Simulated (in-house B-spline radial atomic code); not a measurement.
# Br³⁰⁺: binding energies from hole states

Aim: the cost of two holes at once in Br³⁰⁺, against the sum of the two single holes.

Program: in-house B-spline radial atomic code version 1. Level of theory: Dirac-Hartree-Fock, average of configuration, Fermi nucleus, basis-set limit. These are calculated values, not measurements, unless marked.

## 1. What is computed

```
element       : bromine (Z = 35)
charge        : +30
electrons     : 5
configuration : [He] 2s2 2p1
Hamiltonian   : Dirac-Coulomb
nucleus       : Fermi, rms radius 4.163 fm
```

The outer shells:

[He] 2s2 2p1
```
[He] core
2s [↑↓]
2p [↑ ][  ][  ]
```

The boxes draw the filling by Hund's rule, which heavy ions in jj coupling don't follow; these runs average over all states of the configuration.

Input settings:

```ini
Z = 35
electrons = 5.0
configuration = [He] 2s2 2p1
hamiltonian = dirac
method = hf
spin_polarised = False
nucleus = fermi
rms_radius = 4.1629
mass_number = 79
atomic_mass = 78.918337574
speed_of_light = 137.035999084
```

This reference run was done before. Its total energy is -1631.041626 hartree, and its levels are (the highest eight at most):

```
orbital  occupation  energy (eV)  <r> (bohr)
  1s1/2           2     -15758.6     0.04246
  2s1/2           2     -3596.66      0.1767
  2p1/2    0.333333     -3530.23      0.1491
  2p3/2    0.666667     -3473.95      0.1523
```

Single holes known from earlier runs (ΔSCF): 1s 15751.3 eV, 2s 3596.06 eV, 2p 3492.01 eV.

## 2. The 2s and 2p holes

Input settings:

```ini
Z = 35
electrons = 3.0
configuration = 1s2 2s1
hamiltonian = dirac
method = hf
spin_polarised = False
nucleus = fermi
rms_radius = 4.1629
mass_number = 79
atomic_mass = 78.918337574
speed_of_light = 137.035999084
```

## 3. The 1s and 2s holes

The settings differ from step 2 so:

```diff
@@ -2,3 +2,3 @@
 electrons = 3.0
-configuration = 1s2 2s1
+configuration = 1s1 2s1 2p1
 hamiltonian = dirac
```

## 4. The 1s and 1s holes

The settings differ from step 3 so:

```diff
@@ -2,3 +2,3 @@
 electrons = 3.0
-configuration = 1s1 2s1 2p1
+configuration = 2s2 2p1
 hamiltonian = dirac
```

What does each hole state cost in eV, and how does that compare with the orbital energies or single holes?

As calculated:

| two holes | ΔSCF (eV) | less the two single holes (eV) |
| --- | --- | --- |
| 2s and 2p | 7222.74 | 134.67 |
| 1s and 2s | 19521.7 | 174.36 |
| 1s and 1s | 32096.1 | 593.45 |

What this shows: Two holes cost more than the sum of each, because the second electron leaves a more charged ion. The excess runs from 134.7 eV (2s and 2p) to 593.5 eV (1s and 1s); it tends to be largest where both holes are compact. Two partly filled shells share a symmetry and can mix in the average, which may lower the energy, in these hole states: 1s and 2s. Values are for the free ion, measured from the vacuum level.
